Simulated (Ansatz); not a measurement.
# C₂H₉InO: basis-set convergence

The task here is to estimate one member of a computed series from the others.

Method: one geometry, several basis sets; program: Ansatz 0.2.0, Gaussian basis.

The runs, in order: PBE0-D4/def2-SVP; ωB97M-V/def2-SVP; PBE0-D4/def2-QZVPP; ωB97M-V/def2-QZVPP; the functionals' def2-TZVPP values are taken from earlier runs.

**Structure used throughout**

An earlier PBE0-D4 in a triple-zeta def2 set relaxation fixed the geometry. In takes the def2 core potential; no spin-orbit term is included.

SMILES `C[O+](C)[InH3-]`, 13 atoms, charge 0, spin multiplicity 1.

Atoms are counted from 1 here; the program's logs count them from 0.

Bond lengths: C1–O2 1.416 Å, C1–H5 1.089 Å, C1–H6 1.095 Å, C1–H7 1.096 Å, O2–C3 1.416 Å, O2–In4 2.389 Å, C3–H8 1.095 Å, C3–H9 1.096 Å, C3–H10 1.089 Å, In4–H11 1.731 Å, In4–H12 1.731 Å, In4–H13 1.737 Å. Angles: O2–C1–H5 107.3°, O2–C1–H6 110.0°, O2–C1–H7 110.8°, H5–C1–H6 109.6°, H5–C1–H7 109.6°, H6–C1–H7 109.5°, C1–O2–C3 112.7°, C1–O2–In4 115.6°, C3–O2–In4 115.7°, O2–C3–H8 110.0°, O2–C3–H9 110.8°, O2–C3–H10 107.3°, H8–C3–H9 109.5°, H8–C3–H10 109.6°, H9–C3–H10 109.6°, O2–In4–H11 94.8°, O2–In4–H12 94.8°, O2–In4–H13 93.9° and more.

The first run:

in.yaml

```yaml
crystal:
  periodic: [false, false, false]
  atoms:
    - {symbol: C, position_ang: [-0.440499, 1.268820, -0.678071]}
    - {symbol: O, position_ang: [-0.312082, 0.233069, 0.278212]}
    - {symbol: C, position_ang: [0.683062, 0.505124, 1.247451]}
    - {symbol: In, position_ang: [-0.325946, -1.990224, -0.597050]}
    - {symbol: H, position_ang: [-1.237225, 0.981617, -1.362615]}
    - {symbol: H, position_ang: [-0.704502, 2.207229, -0.180197]}
    - {symbol: H, position_ang: [0.493085, 1.400920, -1.236107]}
    - {symbol: H, position_ang: [0.440939, 1.428320, 1.783438]}
    - {symbol: H, position_ang: [1.667760, 0.602932, 0.777069]}
    - {symbol: H, position_ang: [0.693489, -0.330730, 1.945348]}
    - {symbol: H, position_ang: [-1.790531, -1.783876, -1.496492]}
    - {symbol: H, position_ang: [-0.338884, -2.757180, 0.954830]}
    - {symbol: H, position_ang: [1.191835, -1.800821, -1.420815]}
basis:
  gaussian: {orbitals: def2-SVP}
hamiltonian: {xc: pbe0, dispersion: d4}
output: {orbitals: {seedname: orbitals}}
```

Steps of the session up to this table: PBE0-D4 in def2-SVP; ωB97M-V in def2-SVP; PBE0-D4 in def2-QZVPP; ωB97M-V in def2-QZVPP.

One table of the session follows, with a row left open; its other results are not shown here.

| functional | basis | HOMO (eV) | LUMO (eV) |
| --- | --- | --- | --- |
| PBE0-D4 | def2-SVP | -7.35 | -0.20 |
| PBE0-D4 | def2-TZVPP | -7.42 | -0.41 |
| PBE0-D4 | def2-QZVPP | -7.43 | -0.44 |
| ωB97M-V | def2-SVP | ? | ? |
| ωB97M-V | def2-TZVPP | -9.64 | 0.92 |
| ωB97M-V | def2-QZVPP | -9.65 | 0.77 |

Q: Estimate the row for ωB97M-V, def2-SVP from the others.

The run gave: HOMO (eV): -9.51; LUMO (eV): 1.37. In the column «HOMO (eV)» it lies between ωB97M-V, def2-TZVPP (-9.64) and PBE0-D4, def2-QZVPP (-7.43).
